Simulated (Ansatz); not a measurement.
# AlClH4N2: the cost of one run

Program: Ansatz 0.2.0, Gaussian basis. Level of theory: the settings change from run to run. These are calculated values, not measurements.

## 1. The molecule

The geometry comes from an earlier relaxation with PBE0-D4 in a triple-zeta def2 set; it is a stationary point, not always the lowest conformer.

SMILES `[NH2][Al]([NH2])[Cl]`, 8 atoms, charge 0, spin multiplicity 1.

Atoms are counted from 1 here; the program's logs count them from 0.

Bond lengths: N1–Al2 1.758 Å, N1–H5 1.006 Å, N1–H6 1.006 Å, Al2–N3 1.758 Å, Al2–Cl4 2.099 Å, N3–H7 1.006 Å, N3–H8 1.006 Å. Angles: Al2–N1–H5 123.6°, Al2–N1–H6 125.8°, H5–N1–H6 110.6°, N1–Al2–N3 123.5°, N1–Al2–Cl4 118.2°, N3–Al2–Cl4 118.2°, Al2–N3–H7 125.8°, Al2–N3–H8 123.6°, H7–N3–H8 110.6°.

## 2. rPW86-PBE/x2c-TZVPPall

Set apart from the defaults: D3(BJ) dispersion.

Contents of in.yaml:

```yaml
crystal:
  periodic: [false, false, false]
  atoms:
    - {symbol: N, position_ang: [-0.490331, 1.487443, -0.172881]}
    - {symbol: Al, position_ang: [-0.217329, -0.236934, -0.376950]}
    - {symbol: N, position_ang: [0.829588, -1.184299, 0.670004]}
    - {symbol: Cl, position_ang: [-1.193692, -1.217166, -1.955114]}
    - {symbol: H, position_ang: [-1.089700, 2.030537, -0.771435]}
    - {symbol: H, position_ang: [-0.082640, 2.067595, 0.540633]}
    - {symbol: H, position_ang: [1.349833, -0.832960, 1.456005]}
    - {symbol: H, position_ang: [0.986471, -2.171416, 0.554037]}
basis:
  gaussian: {orbitals: x2c-TZVPPall}
hamiltonian: {xc: {name: rPW86-PBE}, dispersion: d3bj}
output: {forces: true}
```

Command:

```bash
$ ansatz run in.yaml --threads 4 --pin off --events-out ev --progress --plain --max-ram 10444MiB
```

Q: Estimate wall time and peak memory on 4 threads of Arm Neoverse V1, shared host.

About 3.6 s, with a peak of 0.28 GiB.
